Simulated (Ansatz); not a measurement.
**CH₂OTe (SMILES C1O[Te]1): single points off equilibrium**

How do the functionals fare away from a minimum? The structure is a structure displaced at random from a GFN2-xTB minimum.

Computed with Ansatz 0.2.0, Gaussian basis. Level: single points in def2-TZVPP.

Cores are frozen in the correlated methods. Filled d shells of the heavier atoms are correlated. Core potentials replace the inner electrons past krypton, and spin-orbit coupling is left out.

## (1) Starting geometry

SMILES `C1O[Te]1`, 5 atoms, charge 0, spin multiplicity 1.

Atoms are counted from 1 here; the program's logs count them from 0.

Bond lengths: C1–O2 1.403 Å, C1–Te3 2.194 Å, C1–H4 1.125 Å, C1–H5 1.182 Å, O2–Te3 2.091 Å. Angles: O2–C1–Te3 66.9°, O2–C1–H4 112.5°, O2–C1–H5 117.0°, Te3–C1–H4 116.2°, Te3–C1–H5 115.2°, H4–C1–H5 118.6°, C1–O2–Te3 74.9°, C1–Te3–O2 38.1°.

Geometry (Å):

```xyz
5

C     0.0129    0.3364   -0.1719
O    -0.7903   -0.2300    0.8299
Te    0.5808   -1.7245    0.3227
H    -0.5438    0.4807   -1.1390
H     0.7858    1.1651    0.1646
```

## (2) CCSD(T)/def2-TZVPP

run/in.yaml

```yaml
crystal:
  periodic: [false, false, false]
  atoms:
    - {symbol: C, position_ang: [0.012900, 0.336400, -0.171900]}
    - {symbol: O, position_ang: [-0.790300, -0.230000, 0.829900]}
    - {symbol: Te, position_ang: [0.580800, -1.724500, 0.322700]}
    - {symbol: H, position_ang: [-0.543800, 0.480700, -1.139000]}
    - {symbol: H, position_ang: [0.785800, 1.165100, 0.164600]}
basis:
  gaussian: {orbitals: def2-TZVPP}
correlation: {method: ccsd_t}
output: {forces: true}
```

No record of the launch command was kept for these runs.

## (3) PBE0-D4/def2-TZVPP

run/in.yaml, as its differences from that of step 2:

```diff
@@ -10,3 +10,3 @@
   gaussian: {orbitals: def2-TZVPP}
-correlation: {method: ccsd_t}
-output: {forces: true}
+hamiltonian: {xc: pbe0, dispersion: d4}
+output: {forces: true, orbitals: {seedname: orbitals}}
```

## (4) wB97M-V/def2-TZVPP

run/in.yaml, as its differences from that of step 3:

```diff
@@ -10,3 +10,3 @@
   gaussian: {orbitals: def2-TZVPP}
-hamiltonian: {xc: pbe0, dispersion: d4}
-output: {forces: true, orbitals: {seedname: orbitals}}
+hamiltonian: {xc: {name: wB97M-V}}
+output: {forces: true}
```

## (5) r2SCAN-D4/def2-TZVPP

run/in.yaml, as its differences from that of step 4:

```diff
@@ -10,3 +10,3 @@
   gaussian: {orbitals: def2-TZVPP}
-hamiltonian: {xc: {name: wB97M-V}}
+hamiltonian: {xc: r2scan, dispersion: d4}
 output: {forces: true}
```

## (6) PBE-D4/def2-TZVPP

run/in.yaml, as its differences from that of step 5:

```diff
@@ -10,3 +10,3 @@
   gaussian: {orbitals: def2-TZVPP}
-hamiltonian: {xc: r2scan, dispersion: d4}
+hamiltonian: {xc: pbe, dispersion: d4}
 output: {forces: true}
```

## (7) revPBE-D4/def2-TZVPP

run/in.yaml, as its differences from that of step 6:

```diff
@@ -10,3 +10,3 @@
   gaussian: {orbitals: def2-TZVPP}
-hamiltonian: {xc: pbe, dispersion: d4}
+hamiltonian: {xc: {name: revPBE}, dispersion: d4}
 output: {forces: true}
```

## (8) SPW92/def2-TZVPP

run/in.yaml, as its differences from that of step 7:

```diff
@@ -10,3 +10,3 @@
   gaussian: {orbitals: def2-TZVPP}
-hamiltonian: {xc: {name: revPBE}, dispersion: d4}
+hamiltonian: {xc: lda}
 output: {forces: true}
```

(Steps that only read results are left out.)

Q: Predict the outcome of this session. Wanted: energy less free atoms, CCSD(T)/def2-TZVPP; RMS force component; RMS force error; HOMO and LUMO, PBE0-D4; T1 diagnostic.

As calculated:

| quantity | value |
| --- | --- |
| energy less free atoms, CCSD(T)/def2-TZVPP | -367.2 kcal/mol |
| RMS force component | 0.696 to 0.991 eV/Å over the methods |
| RMS force error | PBE0-D4 0.280, wB97M-V 0.258, r2SCAN-D4 0.127, PBE-D4 0.170, revPBE-D4 0.214, SPW92 0.351 eV/Å |
| HOMO and LUMO, PBE0-D4 | -6.18 and -2.63 eV |
| T1 diagnostic | 0.015 |

**Reading.** Against CCSD(T) the functionals' energies less atoms differ by -96.0 to -8.8 kcal/mol, PBE-D4 by -34.8 kcal/mol. A larger basis would deepen the CCSD(T) value, while the functionals are nearly converged already, so the order here is not reliable. On forces the order runs from r2SCAN-D4 to SPW92. Frozen-core CCSD(T) forces in triple zeta carry basis errors of their own, and this is one geometry, so small gaps rank nothing. The restricted Hartree–Fock reference is unstable towards an unrestricted one at one or more of these structures.
